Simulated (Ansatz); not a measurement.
# AlGaHCl (triplet): the correlation ladder, cc-pVDZ

How much of the correlation energy of AlGaHCl (triplet) does each wave-function method recover here?

Computed with Ansatz 0.2.0, Gaussian basis. Level: cc-pVDZ, core rule «outside noble gas», up to 24 orbitals frozen.

Plan: UHF; CCSD(T) on ROHF; CCSD(T) on UHF; BCCD(T) on ROHF; CISD as a restricted active space (open shells left free, so some higher excitations enter); CCSDT(Q) on ROHF; CCSDT(Q) on UHF; CASSCF and NEVPT2, 10 electrons in 10 orbitals.

25 further runs of the same task are left out: 3 for a known fault of the program, 11 that didn't finish, 11 set aside as unsound or not needed. Runs told in other sessions of the task aren't counted.

## (1) The system

The geometry is a PBE0/def2-TZVP stationary point (not a proven minimum) of the parent state, kept for this charge and spin. No spin-orbit coupling is included. The filled d shell of Ga may be among the frozen orbitals whatever the setting's name suggests.

4 atoms, charge 0, spin multiplicity 3.

Atoms are counted from 1 here; the program's logs count them from 0.

Bond lengths: Cl1–Al2 2.129 Å, Al2–Ga3 2.649 Å, Al2–H4 1.897 Å, Ga3–H4 1.875 Å. Angles: Cl1–Al2–Ga3 150.0°, Cl1–Al2–H4 104.9°, Ga3–Al2–H4 45.1°, Al2–Ga3–H4 45.7°, Al2–H4–Ga3 89.2°.

## (2) UHF

File in.yaml:

```yaml
crystal:
  periodic: [false, false, false]
  atoms:
    - {symbol: Cl, position_ang: [0.000000, 0.190032, 2.849429]}
    - {symbol: Al, position_ang: [0.000000, -0.473503, 0.826644]}
    - {symbol: Ga, position_ang: [0.000000, 0.070478, -1.765763]}
    - {symbol: H, position_ang: [0.000000, 1.115800, -0.209029]}
basis:
  gaussian: {orbitals: cc-pVDZ}
magnetization: {spin_polarized: true, initial_magnetization: 2}
hamiltonian: {xc: hf}
output: {orbitals: {seedname: orbitals}}
```

The run is started by

```bash
> ansatz run in.yaml --threads 1 --pin off --events-out ev --progress --plain --max-ram 2393MiB
```

Further steps of the session: CCSD(T) on ROHF; CCSD(T) on UHF; BCCD(T) on ROHF; CISD as a restricted active space (open shells left free, so some higher excitations enter); CCSDT(Q) on ROHF; CCSDT(Q) on UHF; CASSCF and NEVPT2, 10 electrons in 10 orbitals.

Before running them: what should the planned runs give, taken together? Wanted: UCCSDT(Q) from the RHF energy; RMP2 from UCCSDT(Q); UMP2 from UCCSDT(Q); RCCSD from UCCSDT(Q); RCCSD(T) from UCCSDT(Q); UCCSD(T) from UCCSDT(Q); RCCSDT(Q) from UCCSDT(Q); NEVPT2 frontier from UCCSDT(Q); T1 diagnostic.

**Answer**, as computed:

```
                         quantity                      value
    UCCSDT(Q) from the ROHF energy                 -7.4935 eV
              RMP2 from UCCSDT(Q)                +1261.8 meV
              UMP2 from UCCSDT(Q)                +1253.9 meV
             RCCSD from UCCSDT(Q)                 +269.3 meV
          RCCSD(T) from UCCSDT(Q)                  +60.4 meV
          UCCSD(T) from UCCSDT(Q)                  +58.6 meV
         RCCSDT(Q) from UCCSDT(Q)                   +2.7 meV
   NEVPT2 frontier from UCCSDT(Q)                +1115.4 meV
levels within 1 kcal/mol (43 meV)  RCCSDT, UCCSDT, RCCSDT(Q)
                    T1 diagnostic                      0.024
```

RCCSD(T) misses by +60.4 meV, 0.8 % of the correlation energy. These misses are within one basis, not against nature; the frozen cores of restricted and unrestricted runs differ, which can shift their rows.

With open shells the CI space here admits some higher excitations, so it is larger than plain CISD.
